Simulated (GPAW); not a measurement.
**SiO in GPAW: convergence with plane-wave cutoff (eV)**

Crystal: SiO.

```
CELL_PARAMETERS angstrom
0.00000 2.43364 2.43364
2.43364 0.00000 2.43364
2.43364 2.43364 0.00000
ATOMIC_POSITIONS crystal
Si 0.75000 0.75000 0.75000
O 0.00000 0.00000 0.00000
```

The cell was built by a generator and needn't be a form met in nature.

- Program: GPAW 26.7.0
- Task: convergence study
- Functional: PBE
- Potentials or basis: GPAW PAW data sets (gpaw-data 1.2.1)
- Cutoff: 300 eV
- Basis: pw
- k mesh: 9 × 9 × 9
- Occupations: fermi-dirac, width 0.05 eV
- Spin: no spin polarisation

These are the settings of the first run; the series varies plane-wave cutoff (eV), with any setting tied to it.

Hardware: 1 thread of Arm Neoverse V1 (shared host).

Question: The values tried are 300, 350, 400, 500, 600, 700, 800, 1000, 1200, loosest first. From which on does the pressure stay within 0.1 GPa of the tightest run that finished?

Answer: From 800 on.

| plane-wave cutoff (eV) | energy less the tightest run, at zero smearing (meV/atom) | pressure (GPa) | SCF cycles | CPU time (s) | peak memory (GiB) |
| --- | --- | --- | --- | --- | --- |
| 300 | 3376.81 | -95.24 | 10 | 5.2 | 0.12 |
| 350 | 1755.28 | -60.63 | 10 | 5.6 | 0.12 |
| 400 | 878.51 | -36.18 | 10 | 5.9 | 0.12 |
| 500 | 206.06 | -11.13 | 10 | 9.4 | 0.13 |
| 600 | 41.68 | -2.67 | 10 | 9.1 | 0.14 |
| 700 | 6.62 | -0.19 | 10 | 16 | 0.15 |
| 800 | 0.88 | 0.39 | 10 | 16 | 0.15 |
| 1000 | 0.26 | 0.48 | 10 | 23 | 0.17 |
| 1200 | 0.00 | 0.48 | 10 | 26 | 0.19 |

Against the tightest run, the energy stays within 1 meV/atom from 800 on. The tightest run that finished is the yardstick and may itself not be fully converged.
